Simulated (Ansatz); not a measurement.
Working through a ladder of methods at one geometry of CH7BFGeN, SMILES N[B]([GeH3])CF

With the Ansatz DFT code, driven from Python.

Run as a notebook:

```python
from pathlib import Path

import ansatz as az
from ase import Atoms
import numpy as np
```

```python
atoms = Atoms(['N', 'B', 'Ge', 'C', 'F', 'H', 'H', 'H', 'H', 'H', 'H', 'H'], positions=[
    [0.7274, 0.947, 1.3853],
    [0.2343, 0.0412, 0.2643],
    [-1.6995, 0.0827, -0.4297],
    [1.3431, -0.9873, -0.3507],
    [1.4257, -0.7634, -1.7164],
    [1.4118, 1.6317, 0.9666],
    [-0.107, 1.6024, 1.6232],
    [-2.5975, -0.206, 0.748],
    [-1.9725, 1.5021, -0.9527],
    [-1.8353, -0.9871, -1.5012],
    [2.2424, -0.8986, 0.1785],
    [0.9041, -2.02, -0.1813],
])
molecule = az.Crystal.molecule_from_ase(atoms)
```

```python
calculation = molecule.calculation().basis(gaussian='def2-SVP')
```

```python
print('functional    E (Ha)        dipole (D)   HOMO (eV)  LUMO (eV)')
for name in ['r2scan', 'hse06', 'cam_b3lyp', 'blyp', 'revpbe']:
    data = calculation.functional(name).forces().orbitals().run(threads=1, runs_dir='runs').report
    lines = Path(data['orbitals_path']).read_text().splitlines()
    field_of = lambda key: [line.split('=')[1].strip() for line in lines if line.startswith(key)]
    orbitals = [(27.211386 * float(e), s, float(n)) for e, s, n in zip(field_of('Ene='), field_of('Spin='), field_of('Occup='))]
    homo = max(e for e, _, n in orbitals if n > 0.5)
    lumo = min(e for e, _, n in orbitals if n < 0.5)
    dipole = 4.803205 * np.linalg.norm(data['charge_distribution']['dipole_moment_e_ang'])
    print(f'{name:10s} {data["free_energy_ev"] / 27.211386246:14.6f} {dipole:9.3f} {homo:11.3f} {lumo:10.3f}')
```

    functional    E (Ha)        dipole (D)   HOMO (eV)  LUMO (eV)
    r2scan       -2298.195936     1.791      -6.363     -1.981
    hse06        -2297.803351     1.764      -6.989     -1.689
    cam_b3lyp    -2298.345221     1.734      -8.724     -0.090
    blyp         -2298.294559     1.771      -5.910     -2.004
    revpbe       -2298.088797     1.770      -6.005     -2.118

These settings explore the input space; basis and method may be short of convergence. The geometry is a force-field or estimated start, not a minimum of this method, and the basis set is short of its limit. A lower total doesn't mark the better method: functionals have no common bound, and MP2 and coupled cluster aren't variational. Levels such as HOMO and LUMO are orbital energies: with these approximate functionals they aren't the ionisation energy and electron affinity, and their gap isn't the fundamental gap. hse06 follows the composition of plane-wave codes, whose totals differ by tens of mHa, up to about 0.1 Ha, from the form usual in Gaussian-basis programs (wpbeh). Wall time of the script: 33 s on 1 thread of Arm Neoverse V2 (shared host), peak memory 0.42 GiB.
